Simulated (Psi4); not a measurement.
# One shape, several levels: C2H2BF+ (SMILES [CH+]=[C]BF)

Wanted: a comparison of 4 runs (U-r2SCAN/6-31G, UB3LYP/6-31G*, UCAM-B3LYP/def2-SVP, UMP2/2ZaPa-NR) of C2H2BF+. 

The results are computed with Psi4 1.11.

5 further runs of the same task are left out: 5 set aside as unsound or not needed.

### 1 The structure to begin with

The species is C2H2BF+ (6 atoms), meant as a doublet with charge +1. As SMILES, `[CH+]=[C]BF`. Geometry: relaxed at GFN2-xTB.

Bond lengths: C1–C2 1.217 Å, C2–B3 1.497 Å, B3–F4 1.266 Å, C1–H5 1.067 Å, B3–H6 1.214 Å. Angles: C1–C2–B3 178.7°, C2–B3–F4 133.1°, C2–C1–H5 171.3°, C2–B3–H6 107.5°, F4–B3–H6 119.4°.

### 2 A single-point energy at U-r2SCAN/6-31G (run 1)

job.in reads:

```
memory 1.6 GB

molecule {
  1 2
  C     -0.487740     0.880300    -1.230320
  C     -0.112030     0.212570    -0.284970
  B      0.331970    -0.634170     0.866950
  F      0.028170    -1.802160     1.248600
  H     -0.908920     1.338300    -2.097670
  H      1.148550     0.005160     1.497400
  units angstrom
  symmetry c1
  no_reorient
  no_com
}

set globals {
  basis 6-31G
  reference uks
  puream true
  e_convergence 1e-09
  d_convergence 1e-08
  scf_type pk
  dft_radial_points 99
  dft_spherical_points 590
  maxiter 200
}

energy('r2scan')
```

Launch:

```
$ psi4 job.in job.out -n 1
```

job.out:

```text
[...]
  Running in c1 symmetry.
[...]
  Nuclear repulsion =   82.962162578352419
[...]
  Multiplicity = 2
[...]
  Nalpha       = 14
  Nbeta        = 13
[...]
    Number of basis functions: 40
[...]
   @UKS iter   1:  -201.42392790009092   -5.25048e-02   9.59390e-03 ADIIS/DIIS
[...]
   @UKS iter  16:  -201.52717928998726   -3.97904e-13   4.09676e-09 DIIS
[...]
   @S^2 Observed:                7.565704197E-01
[...]
    Orbital Energies [Eh]
    ---------------------
    Alpha Occupied:
       1A    -24.785763     2A    -10.402548     3A    -10.376537
       4A     -6.988012     5A     -1.467010     6A     -1.064957
       7A     -0.848406     8A     -0.779965     9A     -0.740517
      10A     -0.713054    11A     -0.681394    12A     -0.605709
      13A     -0.581907    14A     -0.573724
    Alpha Virtual:
      15A     -0.351007    16A     -0.309248    17A     -0.173650
      18A     -0.110051    19A     -0.077375    20A      0.000950
      21A      0.041631    22A      0.052620    23A      0.191311
      24A      0.206111    25A      0.231461    26A      0.321007
[...]
  @UKS Final Energy:  -201.52717928998726
   => Energetics <=
    Nuclear Repulsion Energy =             82.9621625783524195
    One-Electron Energy =                -431.8091220510376047
    Two-Electron Energy =                 172.9398576002338359
    DFT Exchange-Correlation Energy =     -25.6200774175359278
    Empirical Dispersion Energy =           0.0000000000000000
    VV10 Nonlocal Energy =                  0.0000000000000000
    Total Energy =                       -201.5271792899872594
[...]
 Multipole Moments:
 ------------------------------------------------------------------------------------
     Multipole            Electronic (a.u.)      Nuclear  (a.u.)        Total (a.u.)
 ------------------------------------------------------------------------------------
 L = 1.  Multiply by 2.5417464519 to convert [e a0] to [Debye]
 Dipole X            :          2.6244528           -2.7318070           -0.1073542
 Dipole Y            :         22.4329993          -21.7122162            0.7207831
 Dipole Z            :        -11.7328503           11.1118542           -0.6209962
 Magnitude           :                                                    0.9574390
[...]
```

Run time: 31 s. Hardware: 1 thread of AMD EPYC 7B13 (Zen 3), shared host; peak memory 1.1 GiB.

### 3 A single-point energy at UB3LYP/6-31G(d) (Cartesian functions) (run 2)

c2h2bf.in reads:

```
memory 1600 MB

molecule {
  1 2
  C     -0.487740     0.880300    -1.230320
  C     -0.112030     0.212570    -0.284970
  B      0.331970    -0.634170     0.866950
  F      0.028170    -1.802160     1.248600
  H     -0.908920     1.338300    -2.097670
  H      1.148550     0.005160     1.497400
  units angstrom
  symmetry c1
}

set globals {
  basis                6-31G*
  reference            uks
  puream               false
  e_convergence        1e-09
  d_convergence        1e-08
  scf_type             pk
  dft_radial_points    99
  dft_spherical_points 590
  maxiter              200
}

e = energy("b3lyp")
print_variables()
```

Launch:

```
$ psi4 c2h2bf.in c2h2bf.out -n 1
```

c2h2bf.out:

```text
[...]
  Running in c1 symmetry.
[...]
  Nuclear repulsion =   82.962162578352405
[...]
  Multiplicity = 2
[...]
  Nalpha       = 14
  Nbeta        = 13
[...]
    Number of basis functions: 64
[...]
   @UKS iter   1:  -201.58506829480402   -1.73669e-01   6.71551e-03 ADIIS/DIIS
[...]
   @UKS iter  15:  -201.69468734250356   -7.70228e-12   6.22384e-09 DIIS
[...]
   @S^2 Observed:                7.560123456E-01
[...]
    Orbital Energies [Eh]
    ---------------------
    Alpha Occupied:
       1A    -24.971679     2A    -10.547867     3A    -10.517481
       4A     -7.091291     5A     -1.479647     6A     -1.091773
       7A     -0.876892     8A     -0.814604     9A     -0.774742
      10A     -0.737485    11A     -0.708655    12A     -0.631244
      13A     -0.605890    14A     -0.596643
    Alpha Virtual:
      15A     -0.325089    16A     -0.283229    17A     -0.148842
      18A     -0.114265    19A     -0.061331    20A      0.007022
      21A      0.027987    22A      0.061529    23A      0.176027
      24A      0.181947    25A      0.195297    26A      0.289154
[...]
  @UKS Final Energy:  -201.69468734250356
   => Energetics <=
    Nuclear Repulsion Energy =             82.9621625783524053
    One-Electron Energy =                -432.1952172392134912
    Two-Electron Energy =                 168.3507309974616533
    DFT Exchange-Correlation Energy =     -20.8123636791041591
    Empirical Dispersion Energy =           0.0000000000000000
    VV10 Nonlocal Energy =                  0.0000000000000000
    Total Energy =                       -201.6946873425035562
[...]
 Multipole Moments:
 ------------------------------------------------------------------------------------
     Multipole            Electronic (a.u.)      Nuclear  (a.u.)        Total (a.u.)
 ------------------------------------------------------------------------------------
 L = 1.  Multiply by 2.5417464519 to convert [e a0] to [Debye]
 Dipole X            :          0.0314513           -0.1196030           -0.0881517
 Dipole Y            :         -1.9739098            3.5537688            1.5798590
 Dipole Z            :          1.3849892           -2.5616750           -1.1766858
 Magnitude           :                                                    1.9718810
[...]
```

Run time: 18 s. Hardware: 1 thread of AMD EPYC 7B13 (Zen 3), shared host; peak memory 0.79 GiB.

Run 3 isn't shown in full; the table further down has it.

### 4 A single-point energy at UMP2/2ZaPa-NR (density fitting, density fitting for correlation) (run 4)

c2h2bf.xyz reads:

```xyz
6
C2H2BF
C     -0.487740     0.880300    -1.230320
C     -0.112030     0.212570    -0.284970
B      0.331970    -0.634170     0.866950
F      0.028170    -1.802160     1.248600
H     -0.908920     1.338300    -2.097670
H      1.148550     0.005160     1.497400
```

c2h2bf_ase.py reads:

```python
import numpy as np
from ase.calculators.psi4 import Psi4
from ase.io import read

mol = read('c2h2bf.xyz')
calc = Psi4(atoms=mol, method='mp2', basis='2ZaPa-NR', memory='1600MB', num_threads=1, charge=1, multiplicity=2, label='c2h2bf', reference='uhf')
calc.psi4.set_options({'scf_type': 'df', 'freeze_core': True, 'mp2_type': 'df'})
mol.calc = calc

print(f'energy: {mol.get_potential_energy():.6f} eV')
```

Launch:

```
$ python c2h2bf_ase.py
```

c2h2bf.dat:

```text
[...]
  Running in c1 symmetry.
[...]
  Nuclear repulsion =   82.962162578352405
[...]
  Multiplicity = 2
[...]
  Nalpha       = 14
  Nbeta        = 13
[...]
    Number of basis functions: 84
[...]
   @DF-UHF iter   1:  -200.57130246641870   -8.03047e-01   4.06914e-03 ADIIS/DIIS
[...]
   @DF-UHF iter  26:  -200.68999122884540   -4.71800e-11   8.42031e-09 DIIS
[...]
   @S^2 Observed:                7.699605771E-01
[...]
    Orbital Energies [Eh]
    ---------------------
    Alpha Occupied:
       1A    -26.521418     2A    -11.629841     3A    -11.598159
       4A     -7.925634     5A     -1.854297     6A     -1.425703
       7A     -1.104253     8A     -1.029457     9A     -0.978338
      10A     -0.928435    11A     -0.898045    12A     -0.811793
      13A     -0.761449    14A     -0.723836
    Alpha Virtual:
      15A     -0.186946    16A     -0.158332    17A     -0.106478
      18A     -0.075818    19A     -0.074941    20A     -0.072902
      21A     -0.047042    22A     -0.020894    23A     -0.018879
      24A     -0.011847    25A      0.003879    26A      0.017281
[...]
  @DF-UHF Final Energy:  -200.68999122884540
   => Energetics <=
    Nuclear Repulsion Energy =             82.9621625783524053
    One-Electron Energy =                -431.9009049525458295
    Two-Electron Energy =                 148.2487511453480522
    Total Energy =                       -200.6899912288454004
  UHF NO Occupations:
  HONO-2 :   12  A 1.9981413
  HONO-1 :   13  A 1.9938257
[...]
 Multipole Moments:
 ------------------------------------------------------------------------------------
     Multipole            Electronic (a.u.)      Nuclear  (a.u.)        Total (a.u.)
 ------------------------------------------------------------------------------------
 L = 1.  Multiply by 2.5417464519 to convert [e a0] to [Debye]
 Dipole X            :         -0.2457894           -0.1196030           -0.3653924
 Dipole Y            :         -1.5190119            3.5537688            2.0347569
 Dipole Z            :          0.7181803           -2.5616750           -1.8434946
 Magnitude           :                                                    2.7698772
[...]
```

Standard output:

```text
energy: -5473.680846 eV
```

Run time: 3.6 s. Hardware: 1 thread of AMD EPYC 7B13 (Zen 3), shared host; peak memory 0.24 GiB.

### 5 Overview of the runs

```
run                                                             level  Cartesian functions  integrals  energy (Eh)  HOMO energy (eV)  LUMO energy (eV)   ⟨S²⟩  wall time
  1                                                    U-r2SCAN/6-31G                   no         pk  -201.527179            -15.48            -13.95  0.757       31 s
  2                               UB3LYP/6-31G* (Cartesian functions)                  yes         pk  -201.694687            -16.05            -13.33  0.756       18 s
  3                                               UCAM-B3LYP/def2-SVP                   no         pk  -201.442333            -17.63            -12.12  0.760       23 s
  4  UMP2/2ZaPa-NR (density fitting, density fitting for correlation)                   no         df  -201.154063            -19.67             -8.47  0.770      3.6 s
```

### 6 Summary of results

| quantity | value |
| --- | --- |
| run 4: total energy | -201.15406 Eh |
| run 4: HOMO energy (Hartree–Fock orbitals) (highest over α and β) | -19.67 eV |
| run 4: LUMO energy (Hartree–Fock orbitals) (lowest over α and β) | -8.47 eV |
| run 4: correlation energy (4 core orbitals frozen) | -464.1 mEh |
| run 4: ⟨S²⟩ of the reference determinant | 0.770 |

Totals of different functionals can't be ranked against each other. All runs together took 76 s, the longest 31 s.
